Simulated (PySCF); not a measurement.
# Accurate constants of AlSb, step by step

Aim: bond length, wavenumber and bond energy of AlSb near the limit of CCSD(T), built from two basis sets and any small corrections listed.

Computed with PySCF 2.14.0. Level: CCSD(T) on ROHF, scalar-relativistic core potentials.

## Step 1: Set-up

```
molecule             : AlSb
state                : triplet, unpaired electrons π ↑↑
smaller basis        : Al aug-cc-pV(D+d)Z, Sb cc-pwCVDZ-PP with ECP28
larger basis         : Al aug-cc-pV(T+d)Z, Sb cc-pwCVTZ-PP with ECP28
frozen core orbitals : 9
extrapolation        : correlation as n⁻³ (n = 2, 3), Hartree–Fock as (n+1)·exp(−9√n)
corrections          : none
distances (Å)        : 2.4338, 2.5444, 2.6550, 2.7657, 2.8763, 3.0146, 3.1528
masses (u)           : 26.9815, 120.9038
dissociation limit   : Al + Sb
```

Command:

```console
$ OMP_NUM_THREADS=4 python comp.py task.json out
```

## Step 2: The runs

What does the calculation give? Wanted: for each run, Re; ωe; ωexe; αe; De.

**Answer**, as computed:

| level | Re (Å) | ωe (cm⁻¹) | ωexe (cm⁻¹) | αe (cm⁻¹) | De (eV) |
| --- | --- | --- | --- | --- | --- |
| CCSD(T), smaller basis | 2.7759 | 249.0 | 0.937 | 0.000512 | 1.432 |
| CCSD(T), larger basis | 2.7473 | 257.7 | 0.883 | 0.000497 | 1.725 |
| HF/CBS | 2.7717 | 255.3 | 0.726 | 0.000455 | 0.841 |
| MP2/CBS | 2.7231 | 266.9 | 0.799 | 0.000475 | 1.765 |
| CCSD/CBS | 2.7346 | 263.5 | 0.835 | 0.000484 | 1.719 |
| CCSD(T)/CBS | 2.7376 | 261.0 | 0.864 | 0.000493 | 1.835 |

The last step gives Re = 2.7376 Å, ωe = 261.0 cm⁻¹ and De = 1.835 eV; the smaller basis alone is off from it by +38.2 mÅ and -0.40 eV. Near the minimum the mean field binds by 0.84 eV and correlation adds 0.99 eV of binding. T1 is 0.017. Spin–orbit coupling and excitations beyond (T) are left out.
